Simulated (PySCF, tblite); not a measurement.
# C5H13BrSi2: geometry, infrared bands and NMR shifts

Aim: predict the infrared bands and NMR shifts of C5H13BrSi2 (`Br[SiH2]C1CC[SiH2]CC1`).

Computed with tblite 0.8.0 and PySCF 2.14.0, with density-fitted response routines of our own, on a single molecule in the gas phase. Atoms count from 0, in the outputs and in this text.

**1. The starting structure**

21 atoms, charge 0, multiplicity 1; geometry from: force field or distance geometry start.

Bonds of the start (Å): Br0–Si1 2.24, Si1–C2 1.86, C2–C3 1.50, C3–C4 1.52, C4–Si5 1.88, Si5–C6 1.88, C6–C7 1.50, C7–C2 1.48, Si1–H8 1.49, Si1–H9 1.45, C2–H10 1.12, C3–H11 1.13, C3–H12 1.10, C4–H13 1.09, C4–H14 1.12, Si5–H15 1.45, Si5–H16 1.46, C6–H17 1.12, C6–H18 1.12, C7–H19 1.11, C7–H20 1.12.

**2. Relaxing the molecule with GFN2-xTB**

Job settings and geometry (Å):

```
{"job": {"kind": "relax", "xc": "GFN2-xTB", "basis": "xTB"}, "charge": 0, "multiplicity": 1}
Br     2.884300     1.234400     1.973000
Si     2.558600    -0.291100     0.360300
C      0.828900    -0.259700    -0.328400
C      0.390700     1.178300    -0.272500
C     -0.908200     1.348800    -1.035400
Si    -2.184400     0.470900     0.022700
C     -1.450300    -1.246700     0.192900
C      0.025500    -1.223800     0.465400
H      2.689100    -1.627000     1.011500
H      3.575100    -0.181100    -0.670000
H      0.916800    -0.528800    -1.406900
H      0.139200     1.519100     0.769900
H      1.167100     1.833000    -0.688400
H     -1.153000     2.397500    -1.228000
H     -0.847500     0.739000    -1.969500
H     -3.492200     0.472500    -0.597100
H     -2.150100     1.076500     1.355800
H     -1.654400    -1.812300    -0.747900
H     -1.979200    -1.749900     1.035700
H      0.240300    -1.088500     1.549800
H      0.394900    -2.244100     0.206700
```

The run is started by

```bash
$ OMP_NUM_THREADS=1 python probes_run.py task.json out
```

This one command runs all jobs of the session in turn.

**Question.** This job is followed by: GFN2-xTB harmonic vibrations, gas phase; GIAO PBE0/pcSseg-1 NMR shielding, non-relativistic, gas phase. What will the session give for the following? strongest single infrared mode (GFN2-xTB); zero-point energy (GFN2-xTB); 13C shifts against TMS (PBE0/pcSseg-1, means over atoms taken as alike); 1H shifts against TMS (PBE0/pcSseg-1, means over atoms taken as alike); 79Br shifts against HBr (PBE0/pcSseg-1); 29Si shifts against TMS (PBE0/pcSseg-1); surface potential, 1st and 99th percentile.

As calculated:

| quantity | value |
| --- | --- |
| strongest single infrared mode (GFN2-xTB) | 772 cm⁻¹, 403 km/mol |
| zero-point energy (GFN2-xTB) | 102.5 kcal/mol |
| 13C shifts against TMS (PBE0/pcSseg-1, means over atoms taken as alike) | 32.4, 29.3, 12.3 ppm |
| 1H shifts against TMS (PBE0/pcSseg-1, means over atoms taken as alike) | 5.17, 4.14, 4.12, 2.13, 1.74, 1.10, 0.78, 0.62 ppm |
| 79Br shifts against HBr (PBE0/pcSseg-1) | -230 ppm |
| 29Si shifts against TMS (PBE0/pcSseg-1) | -2.2, -50.7 ppm |
| surface potential, 1st and 99th percentile | -0.61 V and 1.20 V |

What this shows: Relaxing lowered the energy by 0.639 eV in 124 steps; the close pair that moved most is C2–C7, from 1.485 to 1.533 Å. All 57 modes are real, so the xTB geometry is a minimum. Unscaled tight-binding wavenumbers are off by several per cent, some by more. Its intensities can rank the bands wrongly. At PBE0/pcSseg-1: Shielding is most anisotropic at Br0 (span 145 ppm, paramagnetic term -273 ppm). Spin-orbit coupling is left out, which matters for shieldings and couplings at and beside the heavy atoms.
